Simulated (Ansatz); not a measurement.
# CH5Cl3Si2: one species, many methods

The task here is to estimate one member of a computed series from the others.

The runs use Ansatz 0.2.0, Gaussian basis; functionals in def2-TZVPP, the program's frozen cores in correlated methods.

The runs, in order: LDA (SPW92), PBE-D4, revPBE-D4, BLYP-D4, r2SCAN-D4, B97M-V, PBE0-D4, B3LYP-D4, r2SCANh-D4, r2SCAN0-D4, HSE06-D4, BHLYP-D4, CAM-B3LYP-D4, LC-ωPBE, ωB97X-V, ωB97M-V, B2PLYP, PBE-QIDH; CCSD(T)/def2-SVP; MP2/def2-TZVPP; MP2/def2-QZVPP; RPA on PBE.

1 further run of the same task is left out (it didn't finish).

**The geometry**

All runs share one geometry, relaxed beforehand with PBE0-D4 in a triple-zeta def2 set.

SMILES `Cl[SiH2]C[SiH](Cl)Cl`, 11 atoms, charge 0, spin multiplicity 1.

Atoms are counted from 1 here; the program's logs count them from 0.

Bond lengths: Cl1–Si2 2.058 Å, Si2–C3 1.868 Å, Si2–H7 1.482 Å, Si2–H8 1.478 Å, C3–Si4 1.849 Å, C3–H9 1.094 Å, C3–H10 1.096 Å, Si4–Cl5 2.045 Å, Si4–Cl6 2.049 Å, Si4–H11 1.476 Å. Angles: Cl1–Si2–C3 109.2°, Cl1–Si2–H7 107.5°, Cl1–Si2–H8 107.8°, C3–Si2–H7 110.7°, C3–Si2–H8 111.1°, H7–Si2–H8 110.5°, Si2–C3–Si4 114.2°, Si2–C3–H9 109.1°, Si2–C3–H10 108.9°, Si4–C3–H9 109.4°, Si4–C3–H10 107.5°, H9–C3–H10 107.5°, C3–Si4–Cl5 110.6°, C3–Si4–Cl6 109.4°, C3–Si4–H11 112.5°, Cl5–Si4–Cl6 108.9°, Cl5–Si4–H11 107.8°, Cl6–Si4–H11 107.6°.

Set-up of the first run:

Contents of in.yaml:

```yaml
crystal:
  periodic: [false, false, false]
  atoms:
    - {symbol: Cl, position_ang: [-3.133509, -0.727083, -0.815529]}
    - {symbol: Si, position_ang: [-1.097290, -0.506623, -1.017846]}
    - {symbol: C, position_ang: [-0.418404, 0.341155, 0.501383]}
    - {symbol: Si, position_ang: [1.411922, 0.180647, 0.705569]}
    - {symbol: Cl, position_ang: [2.082753, 1.418164, 2.189057]}
    - {symbol: Cl, position_ang: [2.339439, 0.687114, -1.050319]}
    - {symbol: H, position_ang: [-0.515668, -1.861985, -1.166438]}
    - {symbol: H, position_ang: [-0.848773, 0.299704, -2.231901]}
    - {symbol: H, position_ang: [-0.689212, 1.401111, 0.470039]}
    - {symbol: H, position_ang: [-0.888950, -0.093595, 1.390642]}
    - {symbol: H, position_ang: [1.823193, -1.195508, 1.045844]}
basis:
  gaussian: {orbitals: def2-TZVPP}
hamiltonian: {xc: lda}
output: {orbitals: {seedname: orbitals}}
```

Launch:

```console
ansatz run in.yaml --threads 2 --pin off --events-out ev --progress --plain --max-ram 32768MiB --backend cpu
```

Among the steps run: LDA; PBE-D4 (GGA); revPBE-D4 (GGA); BLYP-D4 (GGA); r2SCAN-D4 (meta-GGA); B97M-V (meta-GGA); B3LYP-D4 (hybrid); r2SCANh-D4 (hybrid); r2SCAN0-D4 (hybrid); HSE06-D4 (hybrid); BHLYP-D4 (hybrid); CAM-B3LYP-D4 (range-separated); LC-ωPBE (range-separated); ωB97X-V (range-separated); ωB97M-V (range-separated); B2PLYP (double hybrid); PBE-QIDH (double hybrid).

One table of the session follows, with a row left open; its other results are not shown here.

It belongs to the step «Frontier levels by functional». 

| functional | HOMO (eV) | gap (eV) |
| --- | --- | --- |
| LDA (SPW92) | -7.59 | 6.08 |
| PBE-D4 | -7.47 | 6.26 |
| revPBE-D4 | ? | ? |
| BLYP-D4 | -7.32 | 6.30 |
| r2SCAN-D4 | -7.81 | 6.94 |
| B97M-V | -7.92 | 7.01 |
| PBE0-D4 | -8.80 | 8.48 |
| B3LYP-D4 | -8.55 | 8.07 |
| r2SCANh-D4 | -8.29 | 7.72 |
| r2SCAN0-D4 | -9.02 | 8.90 |
| HSE06-D4 | -8.40 | 7.71 |
| BHLYP-D4 | -10.00 | 10.72 |
| CAM-B3LYP-D4 | -10.13 | 10.93 |
| LC-ωPBE | -11.52 | 13.44 |
| ωB97X-V | -11.15 | 12.97 |
| ωB97M-V | -10.97 | 12.55 |

Estimate the missing values for revPBE-D4.

**Answer.** HOMO (eV): -7.42; gap (eV): 6.34. In the column «HOMO (eV)» it lies between PBE-D4 (-7.47) and BLYP-D4 (-7.32).
